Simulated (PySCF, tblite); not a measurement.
# C7H7NO: geometry, infrared bands and NMR shifts

What infrared bands and NMR shifts should C7H7NO (`C#C[C@@H]1C=C[C@@H]1NC=O`) show?

Programs: tblite 0.8.0 and PySCF 2.14.0, with density-fitted response routines of our own. Each step states its level of theory. These are calculated values for one molecule in the gas phase, unless marked as measured. Atoms count from 0, in the outputs and in this text.

## 1. Starting geometry

16 atoms, charge 0, multiplicity 1; geometry from: force field or distance geometry start.

Bonds of the start (Å): C0–C1 1.21, C1–C2 1.44, C2–C3 1.51, C3–C4 1.35, C4–C5 1.53, C5–N6 1.47, N6–C7 1.36, C7–O8 1.22, C5–C2 1.57, C0–H9 1.06, C2–H10 1.10, C3–H11 1.09, C4–H12 1.09, C5–H13 1.09, N6–H14 1.01, C7–H15 1.11.

## 2. Geometry optimisation with GFN2-xTB

Job settings and geometry (Å):

```
{"job": {"kind": "relax", "xc": "GFN2-xTB", "basis": "xTB"}, "charge": 0, "multiplicity": 1}
C      2.061200    -1.590100    -0.904000
C      1.514900    -0.527900    -0.696600
C      0.890900     0.745200    -0.435300
C      1.218600     1.307600     0.930200
C     -0.065500     1.345500     1.348600
C     -0.605000     0.756800     0.049100
N     -1.227000    -0.546300     0.312900
C     -2.011900    -1.167100    -0.608500
O     -2.311400    -0.723900    -1.707700
H      2.522900    -2.521700    -1.096900
H      1.048000     1.452800    -1.264700
H      2.158900     1.576100     1.401500
H     -0.558800     1.678400     2.263100
H     -1.252000     1.421700    -0.525900
H     -1.019800    -1.042800     1.171700
H     -2.371600    -2.155100    -0.249000
```

The run is started by

```
$ OMP_NUM_THREADS=1 python probes_run.py task.json out
```

The driver reads the jobs from task.json and runs them one after another.

**Question.** This job is followed by: GFN2-xTB harmonic vibrations, gas phase; GIAO PBE0/pcSseg-1 NMR shielding, non-relativistic, gas phase. Predict these results of the whole session: strongest single infrared mode (GFN2-xTB); zero-point energy (GFN2-xTB); 13C shifts against TMS (PBE0/pcSseg-1); 1H shifts against TMS (PBE0/pcSseg-1); 15N shifts against NH3 (PBE0/pcSseg-1); 17O shifts against H2O (PBE0/pcSseg-1).

The runs gave:

```
                                 quantity                                            value
strongest single infrared mode (GFN2-xTB)                            1769 cm⁻¹, 639 km/mol
             zero-point energy (GFN2-xTB)                                    74.7 kcal/mol
   13C shifts against TMS (PBE0/pcSseg-1)  160.3, 150.8, 148.8, 87.7, 81.0, 49.9, 42.4 ppm
    1H shifts against TMS (PBE0/pcSseg-1)     8.31, 6.46, 6.33, 5.70, 5.17, 3.97, 1.84 ppm
   15N shifts against NH3 (PBE0/pcSseg-1)                                        145.9 ppm
   17O shifts against H2O (PBE0/pcSseg-1)                                        417.4 ppm
```

What this shows: Over 89 steps the energy fell by 0.199 eV; of the close pairs, C5–N6 changed most, 1.468 to 1.435 Å. All 42 modes are real, so the xTB geometry is a minimum. The strongest single mode, at 1769 cm⁻¹, moves mainly C7 and O8. GFN2-xTB is a fitted tight-binding method: band positions and strengths are rough. Its intensities can rank the bands wrongly. C7 (amide carbonyl carbon) lies farthest downfield among carbon, at 160.3 ppm; it is a carbonyl in resonance with an O or N lone pair, the region of acids, esters and amides. At PBE0/pcSseg-1: Shielding is most anisotropic at O8 (span 743 ppm, paramagnetic term -482 ppm).
